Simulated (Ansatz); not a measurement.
Here is an Ansatz 0.2.0 calculation.

Contents of input.yaml:

```yaml
crystal:
  lattice:
    - [3.26683333, 0.0, 0.0]
    - [1.633416665, 2.8291606537, 0.0]
    - [1.633416665, 0.9430535512, 2.6673582444]
  atoms:
    - { symbol: Hf, position: [0.5, 0.5, 0.5] }
    - { symbol: B, position: [0.0, 0.0, 0.0] }
kpoints:
  mp_grid: { grid: [10, 10, 10] }
scf:
  occupations: { method: gaussian, width: 0.1 }
hamiltonian:
  xc: lda
  pseudopotentials: { kind: all_electron, lapw: { basis_error: 0.001 } }
output:
  forces: true
  stress: true
  eigenvalues: true
```

Potentials or basis: all-electron LAPW, scalar-relativistic.

Launch:

```console
$ ansatz run input.yaml --threads 1 --pin off --max-ram 3072MiB --backend cpu --events-out ev --progress --plain --runs-dir out
```

Q: Predict the band gap on the k mesh.

A: None (metal or under the smearing width).

Q: What does it give for the pressure?

A: 17.9 GPa.

Caveat: so large a pressure means that the cell lies far from this level's equilibrium, or that cutoff or potentials fall short. Spin-orbit coupling is left out, which matters for the levels of Hf.
